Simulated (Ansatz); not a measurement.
Consider an atomisation energy of Al2H6SiSn, SMILES [SnH3][SiH]1[AlH][AlH]1 (Ansatz's Python interface).

Script `al2h6sisn_tae.py`:
```python
# -*- coding: utf-8 -*-
"""Energy to split Al2H6SiSn into its atoms."""

from collections import Counter

import ansatz
from ase import Atoms

BASIS_SET = "def2-TZVP"
XC = "r2SCAN"


def energy_of(molecule, charge=0, unpaired=0):
    calc = molecule.calculation().basis(gaussian=BASIS_SET).functional(XC)
    if charge:
        calc = calc.charge(charge)
    if unpaired:
        calc = calc.spin("collinear", total=unpaired)
    report = calc.run(threads=1).report
    if report["published_state_doubts"]:
        print("  doubts:", report["published_state_doubts"])
    return report["free_energy_ev"]


def main():
    atoms = Atoms(["Sn", "Si", "Al", "Al", "H", "H", "H", "H", "H", "H"], positions=[
        (-1.5508, 0.7823, -0.7733),
        (0.2534, -0.8357, -0.4471),
        (0.7364, -1.1604, 1.7907),
        (2.3324, 0.1862, 0.1946),
        (-3.1398, 0.0138, -0.6159),
        (-1.4515, 2.1136, 0.4087),
        (-1.4531, 1.5158, -2.3871),
        (0.3669, -1.9762, -1.3531),
        (0.4323, -1.7414, 3.2884),
        (3.5571, 1.0509, -0.1029),
    ])
    molecule = ansatz.Crystal.molecule_from_ase(atoms)

    # Hund ground states
    unpaired = {"Sn": 2, "Si": 2, "Al": 1, "H": 1}
    counts = Counter(site.symbol for site in molecule.cartesian_sites)
    atom_energy = {s: energy_of(ansatz.Crystal.molecule().atom(s, (0, 0, 0)), 0, unpaired[s]) for s in counts}
    whole = energy_of(molecule, 0, 0)
    for s, e in atom_energy.items():
        print(f"{s:2s} x{counts[s]}  {e:14.5f} eV")
    print(f"Al2H6SiSn: {whole:.5f} eV")
    split = sum(counts[s] * e for s, e in atom_energy.items()) - whole
    print(f"atomisation energy (no zero-point term): {split:.3f} eV, {split / sum(counts.values()):.3f} eV an atom")


if __name__ == "__main__":
    main()
```

What does it cost to take this molecule apart into atoms?

23.029 eV from the electronic energies, without the zero-point term.

The output:

```console
$ python al2h6sisn_tae.py
Sn x1     -5832.23385 eV
Si x1     -7873.37530 eV
Al x2     -6594.15027 eV
H  x6       -13.60370 eV
Al2H6SiSn: -26998.56067 eV
atomisation energy (no zero-point term): 23.029 eV, 2.303 eV an atom
```

Total energies depend on the basis set; only differences at equal settings carry meaning. The geometry is a force-field or estimated start, not a minimum of this method, and the basis set is short of its limit. All parts are taken at fixed geometry, without zero-point energy. def2 sets replace the cores of elements past krypton by effective core potentials. The spin-orbit lowering of heavy atoms is left out. Wall time of the script: 20 s on 1 thread of Arm Neoverse V2, on a shared host, peak memory 0.34 GiB.
